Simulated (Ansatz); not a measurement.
# C2H7Ga: a ladder of functionals and wavefunction methods

One table from this session's results is given with a row withheld; the runs are named, their logs left out.

Computed with Ansatz 0.2.0, Gaussian basis. Level: functionals in def2-TZVPP, the program's frozen cores in correlated methods.

The runs, in order: LDA (SPW92), PBE-D4, revPBE-D4, BLYP-D4, r2SCAN-D4, B97M-V, PBE0-D4, B3LYP-D4, r2SCANh-D4, r2SCAN0-D4, HSE06-D4, BHLYP-D4, CAM-B3LYP-D4, LC-ωPBE, ωB97X-V, ωB97M-V, B2PLYP, PBE-QIDH; CCSD(T)/def2-SVP; CCSD(T)/def2-TZVPP; MP2/def2-QZVPP; extrapolation to the limit; RPA on PBE.

### Structure used throughout

All runs share one geometry, relaxed beforehand with PBE0-D4 in a triple-zeta def2 set.

10 atoms, charge 0, spin multiplicity 1.

Atoms are counted from 1 here; the program's logs count them from 0.

Bond lengths: C1–C2 1.531 Å, C1–H4 1.094 Å, C1–H5 1.094 Å, C1–H6 1.094 Å, C2–Ga3 1.978 Å, C2–H7 1.093 Å, C2–H8 1.094 Å, Ga3–H9 1.576 Å, Ga3–H10 1.576 Å. Angles: C2–C1–H4 111.5°, C2–C1–H5 112.0°, C2–C1–H6 112.0°, H4–C1–H5 106.9°, H4–C1–H6 106.9°, H5–C1–H6 107.3°, C1–C2–Ga3 111.1°, C1–C2–H7 109.9°, C1–C2–H8 109.9°, Ga3–C2–H7 109.5°, Ga3–C2–H8 109.3°, H7–C2–H8 107.1°, C2–Ga3–H9 120.8°, C2–Ga3–H10 120.5°, H9–Ga3–H10 118.6°.

As a file:

```xyz
10
C2H7Ga
C    -1.0249    0.4507   -0.6285
C    -0.0926   -0.6840   -0.1951
Ga    1.3680   -0.0068    0.9545
H    -1.8346    0.0836   -1.2664
H    -0.4953    1.2205   -1.1976
H    -1.4939    0.9450    0.2275
H    -0.6595   -1.4460    0.3467
H     0.3369   -1.1690   -1.0763
H     1.2015    0.0515    2.5205
H     2.6946    0.5544    0.3147
```

The first run:

File in.yaml:

```yaml
crystal:
  periodic: [false, false, false]
  atoms:
    - {symbol: C, position_ang: [-1.024898, 0.450708, -0.628544]}
    - {symbol: C, position_ang: [-0.092637, -0.683977, -0.195141]}
    - {symbol: Ga, position_ang: [1.367961, -0.006803, 0.954537]}
    - {symbol: H, position_ang: [-1.834647, 0.083618, -1.266383]}
    - {symbol: H, position_ang: [-0.495348, 1.220519, -1.197584]}
    - {symbol: H, position_ang: [-1.493898, 0.944959, 0.227465]}
    - {symbol: H, position_ang: [-0.659540, -1.445994, 0.346680]}
    - {symbol: H, position_ang: [0.336930, -1.168968, -1.076297]}
    - {symbol: H, position_ang: [1.201455, 0.051544, 2.520533]}
    - {symbol: H, position_ang: [2.694621, 0.554406, 0.314745]}
basis:
  gaussian: {orbitals: def2-TZVPP}
hamiltonian: {xc: lda}
output: {orbitals: {seedname: orbitals}}
```

Started as:

```bash
ansatz run in.yaml --threads 4 --pin off --events-out ev --progress --plain --max-ram 10444MiB
```

Steps of the session up to this table: LDA; PBE-D4 (GGA); revPBE-D4 (GGA); BLYP-D4 (GGA); r2SCAN-D4 (meta-GGA); B97M-V (meta-GGA); B3LYP-D4 (hybrid); r2SCANh-D4 (hybrid); r2SCAN0-D4 (hybrid); HSE06-D4 (hybrid); BHLYP-D4 (hybrid); CAM-B3LYP-D4 (range-separated); LC-ωPBE (range-separated); ωB97X-V (range-separated); ωB97M-V (range-separated); B2PLYP (double hybrid); PBE-QIDH (double hybrid).

One of the session's tables, all rows but one given; the rest of the session is left out.

It belongs to the step «Frontier levels by functional». 

| functional | HOMO (eV) | LUMO (eV) | gap (eV) |
| --- | --- | --- | --- |
| LDA (SPW92) | -6.42 | -2.52 | 3.89 |
| PBE-D4 | -6.31 | -2.24 | 4.06 |
| revPBE-D4 | -6.26 | -2.11 | 4.15 |
| BLYP-D4 | -6.19 | -2.21 | 3.99 |
| r2SCAN-D4 | -6.54 | -1.95 | 4.59 |
| B97M-V | -6.63 | -2.20 | 4.43 |
| PBE0-D4 | -7.49 | -1.42 | 6.06 |
| B3LYP-D4 | -7.30 | -1.72 | 5.57 |
| r2SCANh-D4 | -6.98 | -1.67 | 5.32 |
| r2SCAN0-D4 | ? | ? | ? |
| HSE06-D4 | -7.09 | -1.79 | 5.30 |
| BHLYP-D4 | -8.60 | -0.70 | 7.90 |
| CAM-B3LYP-D4 | -8.83 | -0.56 | 8.27 |
| LC-ωPBE | -10.18 | 0.67 | 10.85 |
| ωB97X-V | -9.82 | 0.49 | 10.31 |
| ωB97M-V | -9.68 | 0.24 | 9.92 |

Estimate the missing values for r2SCAN0-D4.

Worked estimate for «HOMO (eV)». Against the share of exact exchange, r2SCAN-D4 (0, -6.54), r2SCANh-D4 (0.1, -6.98) give a slope of -4.40 per unit share; at 0.25 the line stands at -7.64.

The run gave: HOMO (eV): -7.65; LUMO (eV): -1.26; gap (eV): 6.39. In «HOMO (eV)» the line misses by +0.01.
